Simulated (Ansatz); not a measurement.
# N2 on SnO2 (110)

Aim: for SnO2, adsorb N2 from several starts and take the binding apart.

Computed with Ansatz 0.2.0 (DFT PBE+D3(BJ), scalar-relativistic, plane waves, PAW, unless a step's input says otherwise).

2 further runs of the same task are left out: 2 set aside as unsound or not needed.

### 1 Starting point

It takes space group Pmm2 (No. 25, orthorhombic). The conventional cell has a = 3.230 Å, b = 6.779 Å, c = 22.017 Å, α = 90.00°, β = 90.00°, γ = 90.00°. O (site symmetry mm2) has 2 Sn at 2.08 Å in its first shell of neighbours. Sn (site symmetry mm2) has 5 O at 2.06 to 2.08 Å in its first shell of neighbours. Sn (site symmetry mm2) has 6 O at 2.08 Å in its first shell of neighbours. Around O (site symmetry m) lie 3 Sn at 2.08 Å. Around O (site symmetry mm2) lie 3 Sn at 2.01 to 2.08 Å. O (site symmetry mm2) has 3 Sn at 2.06 to 2.20 Å in its first shell of neighbours. Sn (site symmetry mm2) is surrounded by 5 O at 2.01 to 2.07 Å. Around Sn (site symmetry mm2) lie 6 O at 2.00 to 2.20 Å. Only part of the 10 independent sites is listed.

Structure file:

```xyz
24
Lattice="6.4601 0.0000 0.0000 0.0000 6.7789 0.0000 0.0000 0.0000 22.0168" Properties=species:S:1:pos:R:3 pbc="T T T"
O     0.0000    0.0000    8.0000
O     3.2300    0.0000    8.0000
Sn    0.0000    3.3894    9.3137
Sn    3.2300    3.3894    9.3137
Sn    1.6150    0.0000    9.3137
Sn    4.8451    0.0000    9.3137
O     1.6150    2.0758    9.3137
O     4.8451    2.0758    9.3137
O     1.6150    4.7031    9.3137
O     4.8451    4.7031    9.3137
O     0.0000    0.0000   10.6273
O     3.2300    0.0000   10.6273
O     0.0000    3.3894   11.3759
O     3.2300    3.3894   11.3759
Sn    0.0000    0.0000   12.6340
Sn    3.2300    0.0000   12.6340
Sn    1.6150    3.3894   12.8625
Sn    4.8451    3.3894   12.8625
O     1.6150    5.5190   12.9020
O     4.8451    5.5190   12.9020
O     1.6150    1.2598   12.9020
O     4.8451    1.2598   12.9020
O     0.0000    3.3894   14.0451
O     3.2300    3.3894   14.0451
```

Planes are indexed in the bulk's conventional cell (P4_2/mnm (No. 136)), a = 4.793 Å, b = 4.793 Å, c = 3.230 Å, α = 90.00°, β = 90.00°, γ = 90.00°.

This (110) slab, 6.0 Å thick as cut, with 16 Å of vacuum, in a 2×1 surface cell; its outer planes are O (top) and O (bottom), was relaxed beforehand with its lower half held: -57268.9579 eV, gap on the mesh 0.48 eV (a mesh can miss band crossings, so it may be none), dipole along +c -0.062 e·Å per cell.

### 2 N2, tilted, over a top (O) site

File input.yaml:

```yaml
crystal:
  lattice:
    - [6.4600897544, 0.0, 0.0]
    - [0.0, 6.7788694381, 0.0]
    - [0.0, 0.0, 24.5503812915]
  atoms:
    - { symbol: O, position: [0.0, 0.0, 0.3258605194] }
    - { symbol: O, position: [0.5, 0.0, 0.3258605194] }
    - { symbol: Sn, position: [0.0, 0.5, 0.3793698019] }
    - { symbol: Sn, position: [0.5, 0.5, 0.3793698019] }
    - { symbol: Sn, position: [0.25, 0.0, 0.3793698019] }
    - { symbol: Sn, position: [0.75, 0.0, 0.3793698019] }
    - { symbol: O, position: [0.25, 0.3062105638, 0.3793698019] }
    - { symbol: O, position: [0.75, 0.3062105638, 0.3793698019] }
    - { symbol: O, position: [0.25, 0.6937894362, 0.3793698019] }
    - { symbol: O, position: [0.75, 0.6937894362, 0.3793698019] }
    - { symbol: O, position: [0.0, 0.0, 0.4328790843] }
    - { symbol: O, position: [0.5, 0.0, 0.4328790843] }
    - { symbol: O, position: [0.0, 0.5, 0.4633704711] }
    - { symbol: O, position: [0.5, 0.5, 0.4633704711] }
    - { symbol: Sn, position: [0.0, 0.0, 0.5146162581] }
    - { symbol: Sn, position: [0.5, 0.0, 0.5146162581] }
    - { symbol: Sn, position: [0.25, 0.5, 0.5239237287] }
    - { symbol: Sn, position: [0.75, 0.5, 0.5239237287] }
    - { symbol: O, position: [0.25, 0.8141517322, 0.5255325983] }
    - { symbol: O, position: [0.75, 0.8141517322, 0.5255325983] }
    - { symbol: O, position: [0.25, 0.1858482678, 0.5255325983] }
    - { symbol: O, position: [0.75, 0.1858482678, 0.5255325983] }
    - { symbol: O, position: [0.0, 0.5, 0.57209318] }
    - { symbol: O, position: [0.5, 0.5, 0.57209318] }
    - { symbol: "N", position: [0.3008448753, 0.9475247125, 0.6402632006] }
    - { symbol: "N", position: [0.25, 0.8141517322, 0.618528304] }
basis:
  ecutwfc: 420
kpoints:
  mp_grid: { grid: [3, 2, 1] }
hamiltonian:
  xc: pbe
  dispersion: d3bj
scf:
  occupations: { method: gaussian, width: 0.05 }
output:
  forces: true
  eigenvalues: true
  write_density: true
  write_potential: true
  elf: true
  volumetric_format: npy
relax:
  adjacent_minimum: "off"
  f_tol: 0.04
  max_steps: 100
  constraints: [{ sites: [0, 1, 2, 3, 4, 5, 6, 7, 8, 9, 10, 11] }]
efield:
  axis: 3
  dipole_correction: true
  ramp_width: 0.04
```

On the command line:

```sh
$ ansatz run input.yaml --threads 4 --pin off --max-ram 10240MiB --backend cpu --events-out ev --progress --plain --runs-dir out
```

Further runs follow: N2, upright, over a hollow over O site; N2, flat, over a hollow over O site; the lowest end once more, with its density; the slab alone, frozen as in the lowest end; the molecules alone, frozen as adsorbed.

What does the calculation give? Wanted: N2: lowest end; interaction of the frozen parts; electrons moved above the midplane.

**Answer**, as computed:

| quantity | value |
| --- | --- |
| N2: lowest end | E_ads -0.32 eV, flat start over top O |
| interaction of the frozen parts | -0.32 eV a cell |
| cost of deforming the slab | 0.00 eV |
| cost of deforming and crowding the molecules | 0.00 eV |
| electrons moved above the midplane | -0.056 |

**Reading.** N2 binds with 0.32 eV a molecule at best. In all 0.15 electrons are rearranged, and 0.06 cross the midplane towards the slab.
